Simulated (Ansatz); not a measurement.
# CH3F3NV: the cost of one run

Method: the settings change from run to run; program: Ansatz 0.2.0, Gaussian basis.

## Step 1: The relaxed structure

The geometry comes from an earlier relaxation with PBE0-D4 in a triple-zeta def2 set; it is a stationary point, not always the lowest conformer.

SMILES `C[N]=[V]([F])([F])[F]`, 9 atoms, charge 0, spin multiplicity 1.

Atoms are counted from 1 here; the program's logs count them from 0.

Bond lengths: C1–N2 1.412 Å, C1–H7 1.095 Å, C1–H8 1.095 Å, C1–H9 1.095 Å, N2–V3 1.593 Å, V3–F4 1.733 Å, V3–F5 1.733 Å, V3–F6 1.733 Å. Angles: N2–C1–H7 110.1°, N2–C1–H8 110.1°, N2–C1–H9 110.1°, H7–C1–H8 108.9°, H7–C1–H9 108.9°, H8–C1–H9 108.9°, C1–N2–V3 180.0°, N2–V3–F4 107.4°, N2–V3–F5 107.4°, N2–V3–F6 107.4°, F4–V3–F5 111.5°, F4–V3–F6 111.5°, F5–V3–F6 111.5°.

## Step 2: B2GP-PLYP/pcseg-2

Set apart from the defaults: charge -1, multiplicity 2, atoms shaken by 0.08 Å.

in.yaml

```yaml
crystal:
  periodic: [false, false, false]
  atoms:
    - {symbol: C, position_ang: [0.328307, -1.213857, 0.918519]}
    - {symbol: N, position_ang: [0.173992, -0.130263, 0.130495]}
    - {symbol: V, position_ang: [-0.260896, 1.105555, -0.873268]}
    - {symbol: F, position_ang: [-1.277913, 0.443527, -2.096587]}
    - {symbol: F, position_ang: [1.369596, 1.620115, -1.670008]}
    - {symbol: F, position_ang: [-0.845493, 2.415885, 0.143247]}
    - {symbol: H, position_ang: [-0.149179, -0.939984, 2.075367]}
    - {symbol: H, position_ang: [-0.278503, -2.097671, 0.565421]}
    - {symbol: H, position_ang: [1.371242, -1.566381, 0.909123]}
basis:
  gaussian: {orbitals: pcseg-2}
total_charge: -1
magnetization: {spin_polarized: true, initial_magnetization: 1}
hamiltonian: {xc: {name: B2GP-PLYP}}
```

Run with:

```console
$ ansatz run in.yaml --threads 8 --pin off --events-out ev --progress --plain --max-ram 18278MiB
```

**Question.** How long does this run take on 8 threads of Arm Neoverse V2, shared host, and how much memory does it need?

About 33 s, with a peak of 1.2 GiB.
